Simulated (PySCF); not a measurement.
**A gas-phase reaction: FH3O2Si + F → FH2O2Si + FH**

Wanted: the reaction energy for `O[SiH](O)F` + `[F-]` → `[O-][SiH](O)F` + `F`.

Programs: PySCF 2.14.0. All values are calculated, for the isolated system unless a continuum is named. Atoms count from 0, parts from 1.

### Step 1. Starting point

Each species was relaxed by itself at PBE0-D3(BJ)/def2-SVPD.

### Step 2. Energies of the species: wB97M-D3(BJ)/def2-TZVPD

The job: settings as JSON, then the geometry in Å.

```
{"job": {"kind": "react", "xc": "wB97M-D3(BJ)", "basis": "def2-TZVPD"}, "charge": 0, "multiplicity": 1}
-1 FH3O2Si charge 0 multiplicity 1
O     -0.956390    -0.973110    -0.226520
Si    -0.017830     0.305010     0.235530
O      1.550760    -0.174750     0.228780
F     -0.275910     1.512280    -0.830550
H     -1.862210    -0.813660    -0.500750
H     -0.319230     0.843780     1.572940
H      1.868870    -0.732630    -0.485120

-1 F charge -1 multiplicity 1
F      0.000000     0.000000     0.000000

+1 FH2O2Si charge -1 multiplicity 1
O     -1.400690     0.019680    -0.983640
Si     0.005650    -0.218770    -0.330750
O      0.341060     0.781730     1.016900
F      0.280370    -1.744340     0.310130
H      1.237630    -0.084350    -1.185840
H     -0.457520     1.290260     1.184870

+1 FH charge 0 multiplicity 1
F      0.458330    -0.036830    -0.016170
H     -0.458330     0.036830     0.016170
```

Method: wB97M-D3(BJ)/def2-TZVPD reaction energy of separated species, gas phase.

On the command line:

```bash
> OMP_NUM_THREADS=1 python cluster_run.py task.json out
```

This one command runs all jobs of the session in turn.

The program printed:

```text
species 1 (FH3O2Si)
coarse grid: 29488 points
cycle   1  E = -541.8072991943  dE =  3.213e-01  |g| = 9.865e-01  |ddm| = 1.982e+00
cycle   2  E = -541.7978981221  dE =  9.401e-03  |g| = 1.089e+00  |ddm| = 1.089e+00
cycle   3  E = -541.9776668713  dE = -1.798e-01  |g| = 3.761e-02  |ddm| = 5.355e-01
cycle   4  E = -541.9780164491  dE = -3.496e-04  |g| = 1.043e-02  |ddm| = 5.151e-02
cycle   5  E = -541.9780469697  dE = -3.052e-05  |g| = 3.962e-03  |ddm| = 1.496e-02
cycle   6  E = -541.9780494846  dE = -2.515e-06  |g| = 2.005e-03  |ddm| = 3.960e-03
final grid: 62064 points
cycle   7  E = -541.9780823795  dE = -5.866e-08  |g| = 2.319e-03  |ddm| = 2.871e-03
cycle   8  E = -541.9780820928  dE =  2.867e-07  |g| = 2.750e-03  |ddm| = 2.043e-03
cycle   9  E = -541.9780831492  dE = -1.056e-06  |g| = 3.424e-05  |ddm| = 1.091e-03
cycle  10  E = -541.9780831501  dE = -9.430e-10  |g| = 1.591e-05  |ddm| = 9.910e-05
converged SCF energy = -541.9780831501

species 2 (F)
coarse grid: 5304 points
cycle   1  E = -99.7735595435  dE = -1.701e-01  |g| = 8.390e-01  |ddm| = 3.042e-01
cycle   2  E = -99.4217741307  dE =  3.518e-01  |g| = 1.736e+00  |ddm| = 1.187e+00
cycle   3  E = -99.9129072191  dE = -4.911e-01  |g| = 3.879e-02  |ddm| = 7.668e-01
cycle   4  E = -99.9130379075  dE = -1.307e-04  |g| = 2.144e-02  |ddm| = 3.124e-02
cycle   5  E = -99.9130976974  dE = -5.979e-05  |g| = 1.450e-03  |ddm| = 8.861e-03
cycle   6  E = -99.9130979605  dE = -2.631e-07  |g| = 2.299e-04  |ddm| = 4.862e-04
final grid: 11608 points
cycle   7  E = -99.9130859017  dE =  1.872e-09  |g| = 2.255e-04  |ddm| = 1.777e-04
cycle   8  E = -99.9130858948  dE =  6.925e-09  |g| = 3.200e-04  |ddm| = 1.966e-04
cycle   9  E = -99.9130859089  dE = -1.404e-08  |g| = 1.900e-06  |ddm| = 1.112e-04
cycle  10  E = -99.9130859089  dE = -1.251e-12  |g| = 7.399e-08  |ddm| = 3.603e-06
converged SCF energy = -99.9130859089

species 3 (FH2O2Si)
coarse grid: 27016 points
cycle   1  E = -541.1311802437  dE =  1.798e-01  |g| = 1.223e+00  |ddm| = 1.886e+00
cycle   2  E = -540.8854549359  dE =  2.457e-01  |g| = 1.718e+00  |ddm| = 1.642e+00
cycle   3  E = -541.4108244206  dE = -5.254e-01  |g| = 2.024e-01  |ddm| = 1.060e+00
cycle   4  E = -541.4171525105  dE = -6.328e-03  |g| = 7.383e-02  |ddm| = 1.192e-01
cycle   5  E = -541.4180735714  dE = -9.211e-04  |g| = 8.252e-03  |ddm| = 5.251e-02
cycle   6  E = -541.4180983301  dE = -2.476e-05  |g| = 2.491e-03  |ddm| = 1.607e-02
cycle   7  E = -541.4181001925  dE = -1.862e-06  |g| = 1.406e-03  |ddm| = 4.730e-03
final grid: 56696 points
cycle   8  E = -541.4181291523  dE = -1.301e-07  |g| = 1.680e-03  |ddm| = 3.440e-03
cycle   9  E = -541.4181289693  dE =  1.829e-07  |g| = 2.051e-03  |ddm| = 1.560e-03
cycle  10  E = -541.4181295801  dE = -6.107e-07  |g| = 8.636e-05  |ddm| = 8.273e-04
cycle  11  E = -541.4181295817  dE = -1.670e-09  |g| = 5.144e-05  |ddm| = 1.042e-04
cycle  12  E = -541.4181295826  dE = -8.580e-10  |g| = 4.484e-06  |ddm| = 1.050e-04
converged SCF energy = -541.4181295826

species 4 (FH)
coarse grid: 7776 points
cycle   1  E = -100.4688226016  dE = -9.408e-02  |g| = 4.644e-01  |ddm| = 6.197e-01
cycle   2  E = -100.4725037856  dE = -3.681e-03  |g| = 5.038e-01  |ddm| = 3.808e-01
cycle   3  E = -100.5053175029  dE = -3.281e-02  |g| = 2.574e-02  |ddm| = 1.678e-01
cycle   4  E = -100.5053934805  dE = -7.598e-05  |g| = 5.006e-03  |ddm| = 1.077e-02
cycle   5  E = -100.5053981215  dE = -4.641e-06  |g| = 4.334e-04  |ddm| = 3.766e-03
final grid: 16976 points
cycle   6  E = -100.5053932052  dE = -6.408e-08  |g| = 1.042e-04  |ddm| = 8.207e-04
cycle   7  E = -100.5053932087  dE = -3.455e-09  |g| = 7.769e-05  |ddm| = 2.167e-04
cycle   8  E = -100.5053932095  dE = -7.915e-10  |g| = 2.111e-05  |ddm| = 3.713e-05
converged SCF energy = -100.5053932095

Reaction energy = -19.952 kcal/mol
```

Run time: 36 s. Hardware: 1 thread of Arm Neoverse N1, shared host; peak memory 0.63 GiB.

Species by species (with the dispersion term, which the log's SCF energies lack):

| ν | species | energy (Eh) | HOMO (eV) |
| --- | --- | --- | --- |
| -1 | O[SiH](O)F | -541.98340 | -12.24 |
| -1 | [F-] | -99.91309 | -2.89 |
| +1 | [O-][SiH](O)F | -541.42265 | -4.53 |
| +1 | F | -100.50563 | -14.54 |

### Step 3. Energies of the species: PBE0-D3(BJ)/def2-TZVPD

Settings changed since step 2:

```diff
@@ -1,2 +1,2 @@
-{"job": {"kind": "react", "xc": "wB97M-D3(BJ)", "basis": "def2-TZVPD"}, "charge": 0, "multiplicity": 1}
+{"job": {"kind": "react", "xc": "PBE0", "basis": "def2-TZVPD", "disp": "d3bj"}, "charge": 0, "multiplicity": 1}
 -1 FH3O2Si charge 0 multiplicity 1
```

Method: PBE0-D3(BJ)/def2-TZVPD reaction energy of separated species, gas phase.

The program printed:

```text
species 1 (FH3O2Si)
coarse grid: 6744 points
cycle   1  E = -541.3217823612  dE =  3.989e-01  |g| = 1.059e+00  |ddm| = 2.070e+00
cycle   2  E = -541.0670779718  dE =  2.547e-01  |g| = 1.614e+00  |ddm| = 1.446e+00
cycle   3  E = -541.5077138877  dE = -4.406e-01  |g| = 5.962e-02  |ddm| = 9.082e-01
cycle   4  E = -541.5081117125  dE = -3.978e-04  |g| = 4.504e-02  |ddm| = 5.499e-02
cycle   5  E = -541.5084014360  dE = -2.897e-04  |g| = 8.882e-03  |ddm| = 2.325e-02
cycle   6  E = -541.5084133412  dE = -1.191e-05  |g| = 1.109e-03  |ddm| = 5.119e-03
cycle   7  E = -541.5084135564  dE = -2.152e-07  |g| = 3.923e-04  |ddm| = 9.444e-04
final grid: 62064 points
cycle   8  E = -541.5104266167  dE = -3.380e-05  |g| = 5.384e-03  |ddm| = 2.444e-02
cycle   9  E = -541.5104203948  dE =  6.222e-06  |g| = 8.060e-03  |ddm| = 6.543e-03
cycle  10  E = -541.5104309464  dE = -1.055e-05  |g| = 3.745e-04  |ddm| = 4.062e-03
cycle  11  E = -541.5104309622  dE = -1.578e-08  |g| = 2.012e-04  |ddm| = 2.350e-04
cycle  12  E = -541.5104309679  dE = -5.723e-09  |g| = 3.106e-05  |ddm| = 1.033e-04
cycle  13  E = -541.5104309680  dE = -1.253e-10  |g| = 3.791e-06  |ddm| = 1.655e-05
converged SCF energy = -541.5104309680

species 2 (F)
coarse grid: 1088 points
cycle   1  E = -99.6480299908  dE = -8.108e-02  |g| = 8.599e-01  |ddm| = 3.156e-01
cycle   2  E = -97.8823061729  dE =  1.766e+00  |g| = 3.110e+00  |ddm| = 2.037e+00
cycle   3  E = -99.7922027745  dE = -1.910e+00  |g| = 7.027e-02  |ddm| = 1.718e+00
cycle   4  E = -99.7924511220  dE = -2.483e-04  |g| = 5.277e-02  |ddm| = 6.585e-02
cycle   5  E = -99.7928802840  dE = -4.292e-04  |g| = 8.706e-03  |ddm| = 1.832e-02
cycle   6  E = -99.7928921043  dE = -1.182e-05  |g| = 1.037e-03  |ddm| = 3.146e-03
cycle   7  E = -99.7928922756  dE = -1.713e-07  |g| = 4.564e-06  |ddm| = 4.256e-04
final grid: 11608 points
cycle   8  E = -99.7963210859  dE = -3.387e-06  |g| = 9.094e-04  |ddm| = 3.670e-03
cycle   9  E = -99.7963207951  dE =  2.908e-07  |g| = 1.611e-03  |ddm| = 9.527e-04
cycle  10  E = -99.7963211908  dE = -3.957e-07  |g| = 1.338e-04  |ddm| = 7.234e-04
cycle  11  E = -99.7963211937  dE = -2.821e-09  |g| = 9.473e-06  |ddm| = 6.123e-05
cycle  12  E = -99.7963211937  dE = -1.552e-11  |g| = 5.050e-07  |ddm| = 4.784e-06
converged SCF energy = -99.7963211937

species 3 (FH2O2Si)
coarse grid: 6128 points
cycle   1  E = -540.6392655517  dE =  3.079e-01  |g| = 1.272e+00  |ddm| = 1.971e+00
cycle   2  E = -539.0034199667  dE =  1.636e+00  |g| = 2.847e+00  |ddm| = 1.672e+01
cycle   3  E = -540.8725784705  dE = -1.869e+00  |g| = 5.957e-01  |ddm| = 1.662e+01
cycle   4  E = -540.9369314587  dE = -6.435e-02  |g| = 1.918e-01  |ddm| = 3.818e-01
cycle   5  E = -540.9424210943  dE = -5.490e-03  |g| = 3.480e-02  |ddm| = 1.183e-01
cycle   6  E = -540.9426174904  dE = -1.964e-04  |g| = 1.739e-02  |ddm| = 3.535e-02
cycle   7  E = -540.9426649628  dE = -4.747e-05  |g| = 6.437e-03  |ddm| = 1.125e-02
cycle   8  E = -540.9426717318  dE = -6.769e-06  |g| = 7.784e-04  |ddm| = 3.913e-03
final grid: 56696 points
cycle   9  E = -540.9455758626  dE = -1.730e-05  |g| = 8.295e-03  |ddm| = 2.362e-02
cycle  10  E = -540.9455411388  dE =  3.472e-05  |g| = 1.605e-02  |ddm| = 1.222e-02
cycle  11  E = -540.9455871202  dE = -4.598e-05  |g| = 1.312e-03  |ddm| = 8.546e-03
cycle  12  E = -540.9455874037  dE = -2.835e-07  |g| = 3.812e-04  |ddm| = 8.028e-04
cycle  13  E = -540.9455874275  dE = -2.380e-08  |g| = 5.846e-05  |ddm| = 2.126e-04
cycle  14  E = -540.9455874280  dE = -5.298e-10  |g| = 2.073e-05  |ddm| = 5.049e-05
converged SCF energy = -540.9455874280

species 4 (FH)
coarse grid: 1712 points
cycle   1  E = -100.3540649946  dE = -3.605e-02  |g| = 4.957e-01  |ddm| = 6.253e-01
cycle   2  E = -100.3145486521  dE =  3.952e-02  |g| = 7.430e-01  |ddm| = 5.125e-01
cycle   3  E = -100.3937861409  dE = -7.924e-02  |g| = 2.284e-02  |ddm| = 2.892e-01
cycle   4  E = -100.3938617065  dE = -7.557e-05  |g| = 4.204e-03  |ddm| = 9.787e-03
cycle   5  E = -100.3938636900  dE = -1.984e-06  |g| = 3.554e-04  |ddm| = 1.247e-03
final grid: 16976 points
cycle   6  E = -100.3948394269  dE = -1.851e-05  |g| = 3.976e-03  |ddm| = 7.445e-03
cycle   7  E = -100.3948375251  dE =  1.902e-06  |g| = 5.466e-03  |ddm| = 3.335e-03
cycle   8  E = -100.3948415660  dE = -4.041e-06  |g| = 9.996e-05  |ddm| = 2.002e-03
cycle   9  E = -100.3948415673  dE = -1.296e-09  |g| = 1.785e-05  |ddm| = 3.948e-05
cycle  10  E = -100.3948415673  dE = -4.741e-11  |g| = 3.046e-06  |ddm| = 1.028e-05
converged SCF energy = -100.3948415673

Reaction energy = -20.906 kcal/mol
```

It took 19 s on 1 thread of Arm Neoverse N1, shared host; peak memory 0.6 GiB.

Reaction energy at this level: -20.91 kcal/mol.

### Step 4. Energies of the species: MP2/def2-TZVPD

Settings changed since step 3:

```diff
@@ -1,2 +1,2 @@
-{"job": {"kind": "react", "xc": "PBE0", "basis": "def2-TZVPD", "disp": "d3bj"}, "charge": 0, "multiplicity": 1}
+{"job": {"kind": "react", "xc": "MP2", "basis": "def2-TZVPD"}, "charge": 0, "multiplicity": 1}
 -1 FH3O2Si charge 0 multiplicity 1
```

With the program's defaults for keys left out, this is: MP2/def2-TZVPD reaction energy of separated species, gas phase.

The program printed:

```text
species 1 (FH3O2Si)
final grid: 62064 points
cycle   1  E = -540.0438829884  dE =  1.784e-01  |g| = 7.689e-01  |ddm| = 1.935e+00
cycle   2  E = -540.1236897220  dE = -7.981e-02  |g| = 4.582e-01  |ddm| = 6.436e-01
cycle   3  E = -540.1551653408  dE = -3.148e-02  |g| = 4.777e-02  |ddm| = 2.375e-01
cycle   4  E = -540.1558530481  dE = -6.877e-04  |g| = 9.055e-03  |ddm| = 6.244e-02
cycle   5  E = -540.1558855521  dE = -3.250e-05  |g| = 1.903e-03  |ddm| = 1.611e-02
cycle   6  E = -540.1558872115  dE = -1.659e-06  |g| = 6.847e-04  |ddm| = 3.611e-03
cycle   7  E = -540.1558873731  dE = -1.616e-07  |g| = 2.703e-04  |ddm| = 8.208e-04
cycle   8  E = -540.1558873977  dE = -2.462e-08  |g| = 6.851e-05  |ddm| = 2.711e-04
cycle   9  E = -540.1558874000  dE = -2.290e-09  |g| = 1.439e-05  |ddm| = 1.013e-04
cycle  10  E = -540.1558874001  dE = -1.166e-10  |g| = 3.331e-06  |ddm| = 2.726e-05
converged SCF energy = -540.1558874001

species 2 (F)
final grid: 11608 points
cycle   1  E = -99.3592696078  dE = -3.000e-01  |g| = 7.108e-01  |ddm| = 3.059e-01
cycle   2  E = -99.3903756058  dE = -3.111e-02  |g| = 6.853e-01  |ddm| = 5.988e-01
cycle   3  E = -99.4557536270  dE = -6.538e-02  |g| = 2.437e-02  |ddm| = 2.430e-01
cycle   4  E = -99.4558111344  dE = -5.751e-05  |g| = 6.431e-03  |ddm| = 1.091e-02
cycle   5  E = -99.4558164541  dE = -5.320e-06  |g| = 3.885e-04  |ddm| = 2.877e-03
cycle   6  E = -99.4558165090  dE = -5.484e-08  |g| = 8.773e-05  |ddm| = 6.183e-04
cycle   7  E = -99.4558165112  dE = -2.184e-09  |g| = 5.920e-06  |ddm| = 1.392e-04
cycle   8  E = -99.4558165112  dE = -7.446e-12  |g| = 2.351e-07  |ddm| = 6.363e-06
converged SCF energy = -99.4558165112

species 3 (FH2O2Si)
final grid: 56696 points
cycle   1  E = -539.3907218543  dE = -3.111e-02  |g| = 9.656e-01  |ddm| = 1.842e+00
cycle   2  E = -539.4770078145  dE = -8.629e-02  |g| = 7.638e-01  |ddm| = 9.797e-01
cycle   3  E = -539.5748042339  dE = -9.780e-02  |g| = 7.052e-02  |ddm| = 4.347e-01
cycle   4  E = -539.5759570033  dE = -1.153e-03  |g| = 3.589e-02  |ddm| = 6.975e-02
cycle   5  E = -539.5762282366  dE = -2.712e-04  |g| = 5.012e-03  |ddm| = 2.911e-02
cycle   6  E = -539.5762401735  dE = -1.194e-05  |g| = 1.377e-03  |ddm| = 8.409e-03
cycle   7  E = -539.5762412815  dE = -1.108e-06  |g| = 4.913e-04  |ddm| = 2.647e-03
cycle   8  E = -539.5762413896  dE = -1.081e-07  |g| = 2.176e-04  |ddm| = 7.689e-04
cycle   9  E = -539.5762414064  dE = -1.677e-08  |g| = 5.159e-05  |ddm| = 2.931e-04
cycle  10  E = -539.5762414078  dE = -1.461e-09  |g| = 1.186e-05  |ddm| = 9.951e-05
cycle  11  E = -539.5762414079  dE = -9.322e-11  |g| = 5.013e-06  |ddm| = 2.078e-05
converged SCF energy = -539.5762414079

species 4 (FH)
final grid: 16976 points
cycle   1  E = -100.0371205261  dE = -1.649e-01  |g| = 4.007e-01  |ddm| = 6.032e-01
cycle   2  E = -100.0578880814  dE = -2.077e-02  |g| = 2.336e-01  |ddm| = 2.533e-01
cycle   3  E = -100.0646343477  dE = -6.746e-03  |g| = 2.356e-02  |ddm| = 8.091e-02
cycle   4  E = -100.0647517731  dE = -1.174e-04  |g| = 6.199e-03  |ddm| = 1.253e-02
cycle   5  E = -100.0647674841  dE = -1.571e-05  |g| = 1.459e-03  |ddm| = 5.121e-03
cycle   6  E = -100.0647687570  dE = -1.273e-06  |g| = 2.290e-04  |ddm| = 1.848e-03
cycle   7  E = -100.0647687914  dE = -3.438e-08  |g| = 1.958e-05  |ddm| = 4.211e-04
cycle   8  E = -100.0647687916  dE = -1.850e-10  |g| = 2.360e-06  |ddm| = 2.495e-05
converged SCF energy = -100.0647687916

Reaction energy = -22.280 kcal/mol
```

Run time: 9.1 s. Hardware: 1 thread of Arm Neoverse N1, shared host; peak memory 0.45 GiB.

Reaction energy at this level: -22.28 kcal/mol.

### Step 5. Side by side

Energies in kcal/mol, with wall time:

| run | reaction | time |
| --- | --- | --- |
| wB97M-D3(BJ)/def2-TZVPD | -19.95 | 36 s |
| PBE0-D3(BJ)/def2-TZVPD | -20.91 | 19 s |
| MP2/def2-TZVPD | -22.28 | 9.1 s |

### Step 6. Outcome

| quantity | value |
| --- | --- |
| reaction energy (wB97M-D3(BJ)/def2-TZVPD) | -19.95 kcal/mol |
| ΔH, ΔG at 298 K (xTB thermal terms) | -21.2, -22.5 kcal/mol |
| range of the reaction energy over the runs of this table | -22.28 to -19.95 kcal/mol |

**Reading.** The reaction is exothermic by 21.2 kcal/mol in the gas phase; dispersion gives +0.35, and xTB itself gave -12.92 for the electronic energy (xTB energies and thermal terms come from the earlier relaxation of each species, not shown). No barrier was sought. The reaction energy runs from -22.28 (MP2/def2-TZVPD) to -19.95 kcal/mol (wB97M-D3(BJ)/def2-TZVPD).
